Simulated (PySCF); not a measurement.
# C3H6BNO2: the cost of one run

Programs: PySCF 2.14.0, with density-fitted response routines of our own. Each step states its level of theory. These are calculated values for one molecule in the gas phase, unless marked as measured. Atoms are numbered from 0 throughout.

### 1 Starting geometry

13 atoms, charge 0, multiplicity 1; geometry from: GFN2-xTB. The atoms were then displaced at random by about 0.01 Å, so the start is not that level's minimum.

Bonds of the start (Å): N0–C1 1.11, C1–C2 1.43, C2–C3 1.58, C3–B4 1.58, B4–O5 1.33, B4–O6 1.37, C2–H7 1.09, C2–H8 1.06, C3–H9 1.08, C3–H10 1.10, O5–H11 0.97, O6–H12 0.96.

### 2 Relaxing the molecule at PBE0-D3(BJ)/def2-SVP

The job: settings as JSON, then the geometry in Å.

```
{"job": {"xc": "PBE0", "basis": "def2-SVP", "d3": "d3bj", "grid": 1, "shake": 0.01, "kind": "geom"}, "charge": 0, "multiplicity": 1}
N     -3.353900     1.129920     0.251290
C     -2.465140     0.486460     0.071420
C     -1.305700    -0.314030    -0.149440
C      0.013780     0.561750    -0.139950
B      1.323610    -0.290420    -0.376210
O      1.239320    -1.610030    -0.546140
O      2.566970     0.289950    -0.388560
H     -1.206900    -1.061320     0.641110
H     -1.380540    -0.825140    -1.078220
H     -0.118600     1.321760    -0.902320
H      0.025660     1.095070     0.822770
H      2.093000    -2.048290    -0.667880
H      2.574270     1.247450    -0.270690
```

On the command line:

```console
OMP_NUM_THREADS=1 python probes_run.py task.json out
```

This one command runs all jobs of the session in turn.

Q: Estimate the wall time and peak memory of this first job on 1 thread of Arm Neoverse V2, shared host.

About 48 s, with a peak of 0.49 GiB.
